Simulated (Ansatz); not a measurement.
# WS2: the cost of one run

Method: DFT PBE, scalar-relativistic, plane waves, PAW, in Ansatz 0.2.0.

The COD entry's cell or inner coordinates are ideal or old and differ from later refinements, so a difference from it is no clean test against experiment.

## (1) The system as given

Symmetry: P6_3/mmc, No. 194, hexagonal system. Conventional cell: a = 3.180 Å, b = 3.180 Å, c = 12.500 Å, α = 90.00°, β = 90.00°, γ = 120.00°. W (site symmetry -6m2) has 6 S at 2.41 Å in its first shell of neighbours. S (site symmetry 3m) is surrounded by 3 W at 2.41 Å.

As a file:

```
W S
1.0
     9.54000    0.00000    0.00000
    -4.77000    8.26188    0.00000
     0.00000    0.00000   12.50000
W S
18 36
Direct
  0.11111 0.22222 0.25000
  0.11111 0.55556 0.25000
  0.11111 0.88889 0.25000
  0.44444 0.22222 0.25000
  0.44444 0.55556 0.25000
  0.44444 0.88889 0.25000
  0.77778 0.22222 0.25000
  0.77778 0.55556 0.25000
  0.77778 0.88889 0.25000
  0.22222 0.11111 0.75000
  0.22222 0.44444 0.75000
  0.22222 0.77778 0.75000
  0.55556 0.11111 0.75000
  0.55556 0.44444 0.75000
  0.55556 0.77778 0.75000
  0.88889 0.11111 0.75000
  0.88889 0.44444 0.75000
  0.88889 0.77778 0.75000
  0.11111 0.22222 0.62500
  0.11111 0.55556 0.62500
  0.11111 0.88889 0.62500
  0.44444 0.22222 0.62500
  0.44444 0.55556 0.62500
  0.44444 0.88889 0.62500
  0.77778 0.22222 0.62500
  0.77778 0.55556 0.62500
  0.77778 0.88889 0.62500
  0.22222 0.11111 0.12500
  0.22222 0.44444 0.12500
  0.22222 0.77778 0.12500
  0.55556 0.11111 0.12500
  0.55556 0.44444 0.12500
  0.55556 0.77778 0.12500
  0.88889 0.11111 0.12500
  0.88889 0.44444 0.12500
  0.88889 0.77778 0.12500
  0.11111 0.22222 0.87500
  0.11111 0.55556 0.87500
  0.11111 0.88889 0.87500
  0.44444 0.22222 0.87500
  0.44444 0.55556 0.87500
  0.44444 0.88889 0.87500
  0.77778 0.22222 0.87500
  0.77778 0.55556 0.87500
  0.77778 0.88889 0.87500
  0.22222 0.11111 0.37500
  0.22222 0.44444 0.37500
  0.22222 0.77778 0.37500
  0.55556 0.11111 0.37500
  0.55556 0.44444 0.37500
  0.55556 0.77778 0.37500
  0.88889 0.11111 0.37500
  0.88889 0.44444 0.37500
  0.88889 0.77778 0.37500
```

The runs take a perfect supercell of 54 atoms; the defect goes to fractional position (0.111, 0.222, 0.250).

## (2) The perfect supercell

Contents of input.yaml:

```yaml
crystal:
  lattice:
    - [9.54, 0.0, 0.0]
    - [-4.77, 8.261882, 0.0]
    - [0.0, 0.0, 12.5]
  atoms:
    - { symbol: W, position: [0.111111, 0.222222, 0.25] }
    - { symbol: W, position: [0.111111, 0.555556, 0.25] }
    - { symbol: W, position: [0.111111, 0.888889, 0.25] }
    - { symbol: W, position: [0.444444, 0.222222, 0.25] }
    - { symbol: W, position: [0.444444, 0.555556, 0.25] }
    - { symbol: W, position: [0.444444, 0.888889, 0.25] }
    - { symbol: W, position: [0.777778, 0.222222, 0.25] }
    - { symbol: W, position: [0.777778, 0.555556, 0.25] }
    - { symbol: W, position: [0.777778, 0.888889, 0.25] }
    - { symbol: W, position: [0.222222, 0.111111, 0.75] }
    - { symbol: W, position: [0.222222, 0.444444, 0.75] }
    - { symbol: W, position: [0.222222, 0.777778, 0.75] }
    - { symbol: W, position: [0.555556, 0.111111, 0.75] }
    - { symbol: W, position: [0.555556, 0.444444, 0.75] }
    - { symbol: W, position: [0.555556, 0.777778, 0.75] }
    - { symbol: W, position: [0.888889, 0.111111, 0.75] }
    - { symbol: W, position: [0.888889, 0.444444, 0.75] }
    - { symbol: W, position: [0.888889, 0.777778, 0.75] }
    - { symbol: S, position: [0.111111, 0.222222, 0.625] }
    - { symbol: S, position: [0.111111, 0.555556, 0.625] }
    - { symbol: S, position: [0.111111, 0.888889, 0.625] }
    - { symbol: S, position: [0.444444, 0.222222, 0.625] }
    - { symbol: S, position: [0.444444, 0.555556, 0.625] }
    - { symbol: S, position: [0.444444, 0.888889, 0.625] }
    - { symbol: S, position: [0.777778, 0.222222, 0.625] }
    - { symbol: S, position: [0.777778, 0.555556, 0.625] }
    - { symbol: S, position: [0.777778, 0.888889, 0.625] }
    - { symbol: S, position: [0.222222, 0.111111, 0.125] }
    - { symbol: S, position: [0.222222, 0.444444, 0.125] }
    - { symbol: S, position: [0.222222, 0.777778, 0.125] }
    - { symbol: S, position: [0.555556, 0.111111, 0.125] }
    - { symbol: S, position: [0.555556, 0.444444, 0.125] }
    - { symbol: S, position: [0.555556, 0.777778, 0.125] }
    - { symbol: S, position: [0.888889, 0.111111, 0.125] }
    - { symbol: S, position: [0.888889, 0.444444, 0.125] }
    - { symbol: S, position: [0.888889, 0.777778, 0.125] }
    - { symbol: S, position: [0.111111, 0.222222, 0.875] }
    - { symbol: S, position: [0.111111, 0.555556, 0.875] }
    - { symbol: S, position: [0.111111, 0.888889, 0.875] }
    - { symbol: S, position: [0.444444, 0.222222, 0.875] }
    - { symbol: S, position: [0.444444, 0.555556, 0.875] }
    - { symbol: S, position: [0.444444, 0.888889, 0.875] }
    - { symbol: S, position: [0.777778, 0.222222, 0.875] }
    - { symbol: S, position: [0.777778, 0.555556, 0.875] }
    - { symbol: S, position: [0.777778, 0.888889, 0.875] }
    - { symbol: S, position: [0.222222, 0.111111, 0.375] }
    - { symbol: S, position: [0.222222, 0.444444, 0.375] }
    - { symbol: S, position: [0.222222, 0.777778, 0.375] }
    - { symbol: S, position: [0.555556, 0.111111, 0.375] }
    - { symbol: S, position: [0.555556, 0.444444, 0.375] }
    - { symbol: S, position: [0.555556, 0.777778, 0.375] }
    - { symbol: S, position: [0.888889, 0.111111, 0.375] }
    - { symbol: S, position: [0.888889, 0.444444, 0.375] }
    - { symbol: S, position: [0.888889, 0.777778, 0.375] }
basis:
  ecutwfc: 420
  fft_grid_basis: typed
kpoints:
  mp_grid: { grid: [3, 3, 1] }
hamiltonian:
  xc: pbe
  pseudopotentials: { kind: paw }
scf:
  occupations: { method: gaussian, width: 0.05 }
output:
  forces: true
  stress: false
  eigenvalues: true
  bader: false
  write_density: true
  volumetric_format: npy
```

Launch:

```console
$ ansatz run input.yaml --threads 8 --pin off --max-ram 16384MiB --backend cpu --events-out ev --progress --plain --runs-dir out
```

What time and memory should one allow on 8 threads of Arm Neoverse V2, shared host?

About 6.7 s, with a peak of 3.9 GiB.
